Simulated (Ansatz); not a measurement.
# AlBF2H2: small, medium and large basis sets

How large a basis does AlBF2H2 need? Two functionals are run in growing sets.

Computed with Ansatz 0.2.0, Gaussian basis. Level: one geometry, several basis sets.

Levels to be run: PBE0-D4/def2-SVP; ωB97M-V/def2-SVP; PBE0-D4/def2-QZVPP; ωB97M-V/def2-QZVPP; the functionals' def2-TZVPP values are taken from earlier runs.

## Step 1: The geometry

All runs share one geometry, relaxed beforehand with PBE0-D4 in a triple-zeta def2 set.

SMILES `F[B](F)[AlH2]`, 6 atoms, charge 0, spin multiplicity 1.

Atoms are counted from 1 here; the program's logs count them from 0.

Bond lengths: F1–B2 1.326 Å, B2–F3 1.326 Å, B2–Al4 2.156 Å, Al4–H5 1.587 Å, Al4–H6 1.587 Å. Angles: F1–B2–F3 114.9°, F1–B2–Al4 122.6°, F3–B2–Al4 122.6°, B2–Al4–H5 120.2°, B2–Al4–H6 120.1°, H5–Al4–H6 119.7°.

## Step 2: PBE0-D4 in def2-SVP

The input, in.yaml:

```yaml
crystal:
  periodic: [false, false, false]
  atoms:
    - {symbol: F, position_ang: [1.404856, -1.299361, 0.963637]}
    - {symbol: B, position_ang: [0.273440, -1.030280, 0.326821]}
    - {symbol: F, position_ang: [-0.514117, -2.077019, 0.121531]}
    - {symbol: Al, position_ang: [-0.245904, 0.957541, -0.325427]}
    - {symbol: H, position_ang: [0.183164, 1.461115, -1.767944]}
    - {symbol: H, position_ang: [-1.059240, 1.924005, 0.635281]}
basis:
  gaussian: {orbitals: def2-SVP}
hamiltonian: {xc: pbe0, dispersion: d4}
output: {orbitals: {seedname: orbitals}}
```

The run is started by

```sh
ansatz run in.yaml --threads 2 --pin off --events-out ev --progress --plain --max-ram 4352MiB
```

The runs that follow: ωB97M-V in def2-SVP; PBE0-D4 in def2-QZVPP; ωB97M-V in def2-QZVPP.

Before running them: what should the planned runs give, taken together? Wanted: PBE0-D4: double and triple zeta above quadruple; ωB97M-V: double and triple zeta above quadruple.

As calculated:

```
                                       quantity           value
PBE0-D4: double and triple zeta above quadruple  10.30, 0.53 eV
ωB97M-V: double and triple zeta above quadruple  10.41, 0.50 eV
```

**Reading.** PBE0-D4 gains 9.77 eV from double to triple zeta, then 0.53 eV more. Total energies overstate the basis error of differences, where much of it tends to cancel.
